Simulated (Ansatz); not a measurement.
**CH₅AlO₂: one species, many methods**

An exercise on one series of results from a longer session: the logs are not shown, and one member is left open.

Method: functionals in def2-TZVPP, the program's frozen cores in correlated methods; program: Ansatz 0.2.0, Gaussian basis.

Levels to be run: LDA (SPW92), PBE-D4, revPBE-D4, BLYP-D4, r2SCAN-D4, B97M-V, PBE0-D4, B3LYP-D4, r2SCANh-D4, r2SCAN0-D4, HSE06-D4, BHLYP-D4, CAM-B3LYP-D4, LC-ωPBE, ωB97X-V, ωB97M-V, B2PLYP, PBE-QIDH; CCSD(T)/def2-SVP; CCSD(T)/def2-TZVPP; MP2/def2-QZVPP; extrapolation to the limit; RPA on PBE.

## The relaxed structure

An earlier PBE0-D4 in a triple-zeta def2 set relaxation fixed the geometry.

SMILES `[CH3][Al]([OH])[OH]`, 9 atoms, charge 0, spin multiplicity 1.

Atoms are counted from 1 here; the program's logs count them from 0.

Bond lengths: C1–Al2 1.933 Å, C1–H5 1.094 Å, C1–H6 1.092 Å, C1–H7 1.093 Å, Al2–O3 1.698 Å, Al2–O4 1.698 Å, O3–H8 0.954 Å, O4–H9 0.955 Å. Angles: Al2–C1–H5 110.9°, Al2–C1–H6 111.7°, Al2–C1–H7 111.0°, H5–C1–H6 108.1°, H5–C1–H7 106.7°, H6–C1–H7 108.3°, C1–Al2–O3 118.6°, C1–Al2–O4 119.1°, O3–Al2–O4 122.3°, Al2–O3–H8 125.6°, Al2–O4–H9 125.4°.

Set-up of the first run:

in.yaml reads:

```yaml
crystal:
  periodic: [false, false, false]
  atoms:
    - {symbol: C, position_ang: [-0.048532, 1.086897, -1.053153]}
    - {symbol: Al, position_ang: [0.022737, -0.299849, 0.292109]}
    - {symbol: O, position_ang: [1.027406, -1.641608, 0.023725]}
    - {symbol: O, position_ang: [-0.918634, -0.136706, 1.695555]}
    - {symbol: H, position_ang: [-0.449279, 0.697827, -1.993619]}
    - {symbol: H, position_ang: [-0.676326, 1.922521, -0.737759]}
    - {symbol: H, position_ang: [0.950901, 1.472359, -1.272774]}
    - {symbol: H, position_ang: [1.135639, -2.382262, 0.615903]}
    - {symbol: H, position_ang: [-0.955312, -0.765378, 2.412915]}
basis:
  gaussian: {orbitals: def2-TZVPP}
hamiltonian: {xc: lda}
output: {orbitals: {seedname: orbitals}}
```

Command:

```bash
ansatz run in.yaml --threads 4 --pin off --events-out ev --progress --plain --max-ram 10444MiB
```

Among the steps run: LDA; PBE-D4 (GGA); revPBE-D4 (GGA); BLYP-D4 (GGA); r2SCAN-D4 (meta-GGA); B97M-V (meta-GGA); B3LYP-D4 (hybrid); r2SCANh-D4 (hybrid); r2SCAN0-D4 (hybrid); HSE06-D4 (hybrid); BHLYP-D4 (hybrid); CAM-B3LYP-D4 (range-separated); LC-ωPBE (range-separated); ωB97X-V (range-separated); ωB97M-V (range-separated); B2PLYP (double hybrid); PBE-QIDH (double hybrid).

One table of the session follows, with a row left open; its other results are not shown here.

It belongs to the step «Orbital energies across the functionals». 

| functional | HOMO (eV) | gap (eV) |
| --- | --- | --- |
| LDA (SPW92) | -7.37 | 6.26 |
| PBE-D4 | -7.16 | 6.23 |
| revPBE-D4 | -7.08 | 6.26 |
| BLYP-D4 | -7.07 | 6.13 |
| r2SCAN-D4 | -7.51 | 7.13 |
| B97M-V | -7.58 | 6.80 |
| PBE0-D4 | -8.60 | 8.49 |
| B3LYP-D4 | -8.36 | 7.91 |
| r2SCANh-D4 | -8.01 | 7.88 |
| r2SCAN0-D4 | ? | ? |
| HSE06-D4 | -8.19 | 7.72 |
| BHLYP-D4 | -9.83 | 10.35 |
| CAM-B3LYP-D4 | -10.02 | 10.68 |
| LC-ωPBE | -11.43 | 13.40 |
| ωB97X-V | -11.04 | 12.79 |
| ωB97M-V | -10.90 | 12.27 |

**Question.** Estimate the row for r2SCAN0-D4.

Worked estimate for «HOMO (eV)». Against the share of exact exchange, r2SCAN-D4 (0, -7.51), r2SCANh-D4 (0.1, -8.01) give a slope of -5.00 per unit share; at 0.25 the line stands at -8.76.

The run gave: HOMO (eV): -8.76; gap (eV): 8.99. In «HOMO (eV)» the line misses by 0.00.
